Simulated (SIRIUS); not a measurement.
Runs of SIRIUS 7.10.0 on WS. It takes space group Pm-3m (No. 221, cubic). The conventional cell has a = 3.008 Å, b = 3.008 Å, c = 3.008 Å, α = 90.00°, β = 90.00°, γ = 90.00°. W (site symmetry m-3m) is surrounded by 8 S at 2.60 Å. Around S (site symmetry m-3m) lie 8 W at 2.60 Å. The cell was built by a generator and needn't be a form met in nature.

```tsv
potentials or basis	cutoff (eV)	radial cutoff for the potentials' integrals	V0 of scaled cells (Å³/atom)	B0 (GPa)
PseudoDojo 0.4.1 PBE standard (scalar relativistic)	1030	6.5 bohr	13.60	247
PseudoDojo 0.5 PBE standard (scalar relativistic)	1030	6.5 bohr	13.60	247
PseudoDojo 0.5 PBE stringent (scalar relativistic)	1030	6.5 bohr	13.60	247
SSSP 1.3.0 PBE efficiency	828	-	13.61	(a)
```

Alike in all rows: task eos task; level PBE; no spin polarisation; cell as given; k mesh 6 × 6 × 6; smearing fermi-dirac 0.05 eV.

Question: Fill in the values left out.

Answer: (a) 248.
